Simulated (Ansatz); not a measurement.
Geometry optimisation, DFT LDA, scalar-relativistic, plane waves, PAW (Ansatz).

The input (input.yaml):

```yaml
crystal:
  lattice:
    - [-9.016277, 0.0, 0.0]
    - [0.0, -10.25462, 0.0]
    - [0.0, 0.0, 8.992699]
  atoms:
    - { symbol: Si, position: [0.3269113, 0.6337882, 0.90952] }
    - { symbol: Si, position: [0.1730887, 0.6337882, 0.59048] }
    - { symbol: Si, position: [0.3269113, 0.3662118, 0.09048] }
    - { symbol: Si, position: [0.1730887, 0.3662118, 0.40952] }
    - { symbol: Si, position: [0.6730887, 0.6337882, 0.90952] }
    - { symbol: Si, position: [0.6730887, 0.3662118, 0.09048] }
    - { symbol: Si, position: [0.8269113, 0.6337882, 0.59048] }
    - { symbol: Si, position: [0.8269113, 0.3662118, 0.40952] }
    - { symbol: O, position: [0.6921838, 0.5, 0.0] }
    - { symbol: O, position: [0.75, 0.3820976, 0.25] }
    - { symbol: O, position: [0.8078162, 0.5, 0.5] }
    - { symbol: O, position: [0.0, 0.3331422, 0.3870059] }
    - { symbol: O, position: [0.25, 0.3820976, 0.25] }
    - { symbol: O, position: [0.75, 0.6179024, 0.75] }
    - { symbol: O, position: [0.3078162, 0.5, 0.0] }
    - { symbol: O, position: [0.25, 0.6179024, 0.75] }
    - { symbol: O, position: [0.25, 0.25, 0.0] }
    - { symbol: O, position: [0.0, 0.1668578, 0.8870059] }
    - { symbol: O, position: [0.0, 0.6668578, 0.6129941] }
    - { symbol: O, position: [0.0, 0.8331422, 0.1129941] }
    - { symbol: O, position: [0.1921838, 0.5, 0.5] }
    - { symbol: O, position: [0.25, 0.75, 0.0] }
    - { symbol: O, position: [0.25, 0.25, 0.5] }
    - { symbol: O, position: [0.25, 0.75, 0.5] }
    - { symbol: Si, position: [0.8269113, 0.1337882, 0.90952] }
    - { symbol: Si, position: [0.6730887, 0.1337882, 0.59048] }
    - { symbol: Si, position: [0.8269113, 0.8662118, 0.09048] }
    - { symbol: Si, position: [0.6730887, 0.8662118, 0.40952] }
    - { symbol: Si, position: [0.1730887, 0.1337882, 0.90952] }
    - { symbol: Si, position: [0.1730887, 0.8662118, 0.09048] }
    - { symbol: Si, position: [0.3269113, 0.1337882, 0.59048] }
    - { symbol: Si, position: [0.3269113, 0.8662118, 0.40952] }
    - { symbol: O, position: [0.1921838, 0.0, 0.0] }
    - { symbol: O, position: [0.25, 0.8820976, 0.25] }
    - { symbol: O, position: [0.3078162, 0.0, 0.5] }
    - { symbol: O, position: [0.5, 0.8331422, 0.3870059] }
    - { symbol: O, position: [0.75, 0.8820976, 0.25] }
    - { symbol: O, position: [0.25, 0.1179024, 0.75] }
    - { symbol: O, position: [0.8078162, 0.0, 0.0] }
    - { symbol: O, position: [0.75, 0.1179024, 0.75] }
    - { symbol: O, position: [0.75, 0.75, 0.0] }
    - { symbol: O, position: [0.5, 0.6668578, 0.8870059] }
    - { symbol: O, position: [0.5, 0.1668578, 0.6129941] }
    - { symbol: O, position: [0.5, 0.3331422, 0.1129941] }
    - { symbol: O, position: [0.6921838, 0.0, 0.5] }
    - { symbol: O, position: [0.75, 0.25, 0.0] }
    - { symbol: O, position: [0.75, 0.75, 0.5] }
    - { symbol: O, position: [0.75, 0.25, 0.5] }
    - { symbol: Si, position: [0.973938, 0.5798088, 0.2445383] }
basis:
  ecutwfc: 420.0
kpoints:
  mp_grid: { grid: [1, 1, 1] }
hamiltonian:
  xc: lda
  pseudopotentials: { kind: paw, azcp: { folder: soft_1 } }
scf:
  occupations: { method: fermi_dirac, width: 0.02 }
  lower_state_search: "off"
relax:
  f_tol: 0.08
  max_steps: 25
  adjacent_minimum: "off"
```

Command:

```bash
$ ansatz run input.yaml --threads 2 --pin off --max-ram 5120MiB --backend cpu --events-out ev --progress --plain --runs-dir out
```

Where does it end, and by what steps?

It converged. Limits of this set-up: coarse k mesh, PAW files made for another functional, a small cell, in which the defect meets its images. After 8 steps the energy has fallen by 0.610 eV; Si49 moved furthest, 0.71 Å. Joined: O20–Si49 (2.86 → 2.02 Å).

```tsv
step	energy less start (eV)	largest force component (eV/Å)	accepted
0	0.0000	0.784	yes
1	-0.2005	0.626	yes
2	-0.2975	0.456	yes
3	-0.4265	0.323	yes
4	-0.5118	0.272	yes
5	-0.5440	0.294	yes
6	-0.5597	0.304	yes
7	-0.6060	0.099	yes
8	-0.6099	0.060	yes
```

```xyz
49
Lattice="-9.0163 0.0000 0.0000 0.0000 -10.2546 0.0000 0.0000 0.0000 8.9927" Properties=species:S:1:pos:R:3
Si -2.926 -6.458 8.185
Si -1.576 -6.494 5.289
Si -2.924 -3.730 0.813
Si -1.585 -3.770 3.715
Si -6.077 -6.453 8.175
Si -6.084 -3.725 0.803
Si -7.424 -6.491 5.278
Si -7.428 -3.766 3.705
O -6.338 -5.100 0.006
O -6.675 -3.815 2.290
O -7.112 -5.099 4.543
O 0.000 -3.612 3.470
O -2.347 -3.832 2.305
O -6.850 -6.387 6.776
O -2.667 -5.100 0.010
O -2.140 -6.404 6.792
O -2.197 -2.513 0.057
O 0.003 -1.713 7.853
O 0.009 -6.767 5.358
O 0.004 -8.342 0.995
O -1.893 -5.096 4.567
O -2.403 -7.742 0.018
O -2.118 -2.506 4.556
O -2.303 -7.709 4.536
Si -7.476 -1.341 8.166
Si -6.055 -1.382 5.324
Si -7.417 -8.839 0.823
Si -6.043 -8.893 3.676
Si -1.534 -1.347 8.176
Si -1.590 -8.845 0.833
Si -2.959 -1.385 5.333
Si -2.957 -8.895 3.686
O -1.557 0.039 0.009
O -2.179 -9.128 2.291
O -2.864 0.001 4.530
O -4.499 -8.551 3.365
O -6.815 -9.117 2.277
O -2.349 -1.166 6.806
O -7.455 0.040 0.007
O -6.672 -1.149 6.791
O -6.612 -7.741 -0.006
O -4.501 -6.650 7.920
O -4.508 -1.829 5.454
O -4.504 -3.429 0.883
O -6.142 -0.003 4.510
O -6.800 -2.510 0.033
O -6.699 -7.710 4.529
O -6.895 -2.508 4.553
Si -9.007 -6.586 1.987
```

Whether the end is a true minimum wasn't checked by a vibrational analysis.

The run took 65 s on 2 threads of Arm Neoverse V1, with other jobs on the host, peak memory 0.69 GiB.
